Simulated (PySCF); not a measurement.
# GaClF−, a complex of two parts: interaction energy

An exercise on one series of results from a longer session: the logs are not shown, and one member is left open.

Computed with PySCF 2.14.0; each step states its level. No surroundings beyond the atoms listed, unless a continuum is named. Atoms count from 0, parts from 1.

### Starting point

3 atoms, charge -1, multiplicity 1; geometry: GFN2-xTB. Parts: 1 = atoms 0–1, `[Cl][Ga]`, charge 0; 2 = atom 2, `[F-]`, charge -1.

Set-up of the first run:

Job settings and geometry (Å):

```
{"job": {"xc": "PBE0", "basis": "def2-SVPD", "d3": "d3bj", "grid": 2, "kind": "geom", "shake": 0.01}, "charge": -1, "multiplicity": 1, "parts": [{"atoms": "0-1", "charge": 0, "multiplicity": 1}, {"atoms": "2-2", "charge": -1, "multiplicity": 1}]}
Ga     0.499185     0.463934     1.227428
Cl    -0.453466    -0.221782    -0.947342
F     -0.223029     2.287147     1.537505
```

On the command line:

```sh
$ OMP_NUM_THREADS=1 python cluster_run.py task.json out
```

This one command runs all jobs of the session in turn.

Among the steps run: Relaxing the molecule at PBE0-D3(BJ)/def2-SVPD; Coupled-cluster interaction energy: CCSD(T) and MP2, 1.87 Å; Coupled-cluster interaction energy: CCSD(T) and MP2, 2.06 Å; Coupled-cluster interaction energy: CCSD(T) and MP2, 1.78 Å; Coupled-cluster interaction energy: CCSD(T) and MP2, 2.34 Å; Coupled-cluster interaction energy: CCSD(T) and MP2, 1.68 Å; Coupled-cluster interaction energy: CCSD(T) and MP2, 2.81 Å; Coupled-cluster interaction energy: CCSD(T) and MP2, 3.74 Å.

One of the session's tables, all rows but one given; the rest of the session is left out.

It belongs to the step «Coupled-cluster interaction energy: CCSD(T) and MP2, 3.74 Å». 

| method | interaction energy (kcal/mol) |
| --- | --- |
| HF/aug-cc-pVDZ | -14.29 |
| MP2/aug-cc-pVDZ | -14.19 |
| CCSD/aug-cc-pVDZ | -14.02 |
| CCSD(T)/aug-cc-pVDZ | -14.06 |
| HF/aug-cc-pVTZ | -14.44 |
| MP2/aug-cc-pVTZ | -14.35 |
| SCS-MP2/aug-cc-pVTZ | -14.24 |
| MP2, extrapolated | ? |
| CCSD(T), limit estimate | -14.23 |

**Question.** Estimate the row for MP2, extrapolated.

As computed: interaction energy (kcal/mol): -14.36. In the column «interaction energy (kcal/mol)» it lies between HF/aug-cc-pVTZ (-14.44) and MP2/aug-cc-pVTZ (-14.35).
